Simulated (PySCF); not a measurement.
# C3H7AlN2: electronic excitations and core binding energies

What electronic excitations and core binding energies should C3H7AlN2 (`C=[N][AlH2-][N+]#CC`) show?

The runs use PySCF 2.14.0, with density-fitted response routines of our own; the level of theory stands in each step. All values are computed, except where a source is named. Atoms are numbered from 0 throughout.

**1. Starting geometry**

13 atoms, charge 0, multiplicity 1; geometry from: GFN2-xTB.

Bonds of the start (Å): C0–N1 1.24, N1–Al2 1.79, Al2–N3 2.00, N3–C4 1.15, C4–C5 1.42, C0–H6 1.10, C0–H7 1.10, Al2–H8 1.55, Al2–H9 1.56, C5–H10 1.09, C5–H11 1.09, C5–H12 1.09.

**2. Ultraviolet spectrum: CAM-B3LYP/def2-SVPD**

The job: settings as JSON, then the geometry in Å.

```
{"job": {"kind": "uv", "xc": "CAM-B3LYP", "basis": "def2-SVPD", "nstates": 8, "ntriplets": 3}, "charge": 0, "multiplicity": 1}
C     -2.902009     0.436128    -0.404430
N     -1.949438    -0.351184    -0.546253
Al    -0.742286    -1.660104    -0.751841
N      0.852568    -0.451670    -0.799932
C      1.595177     0.233525    -0.259347
C      2.529212     1.088307     0.394071
H     -3.056049     1.023118     0.511982
H     -3.653274     0.614135    -1.185018
H     -0.667663    -2.444980    -2.085664
H     -0.309291    -2.403777     0.554806
H      3.034236     1.716881    -0.339355
H      1.999281     1.717499     1.109226
H      3.265148     0.482608     0.922779
```

Level: TDDFT CAM-B3LYP/def2-SVPD, vertical, gas phase, core orbitals frozen in the response.

**Question.** This job is followed by: delta-SCF UKS SCAN, pcX-2 on the ionised atom, pcseg-1 elsewhere, spin-free X2C. What will the session give for the following? lowest singlet (CAM-B3LYP/def2-SVPD); brightest single state of those computed; lowest triplet; N1s binding energies, SCAN/pcX-2 (standing for 1 of 2 atoms); Al1s binding energies, SCAN/pcX-2; Al2p binding energies, SCAN/pcX-2.

The runs gave:

```
                                                    quantity                        value
                        lowest singlet (CAM-B3LYP/def2-SVPD)  2.93 eV (423 nm), f = 0.000
                    brightest single state of those computed  state 8, 6.12 eV, f = 0.058
                                              lowest triplet                      2.44 eV
N1s binding energies, SCAN/pcX-2 (standing for 1 of 2 atoms)                 N1 402.74 eV
                           Al1s binding energies, SCAN/pcX-2               Al2 1565.35 eV
                           Al2p binding energies, SCAN/pcX-2                 Al2 78.89 eV
```

What this shows: The first singlet state (HOMO→LUMO+3 0.63, HOMO→LUMO+1 0.23) lies at 2.93 eV and is dark; of the 8 states computed, the strongest absorption comes from state 8 at 6.12 eV (the last computed, so partners may be missing). The lowest triplet lies 0.49 eV below the lowest singlet (triplets in Tamm-Dancoff, singlets in full TDDFT).
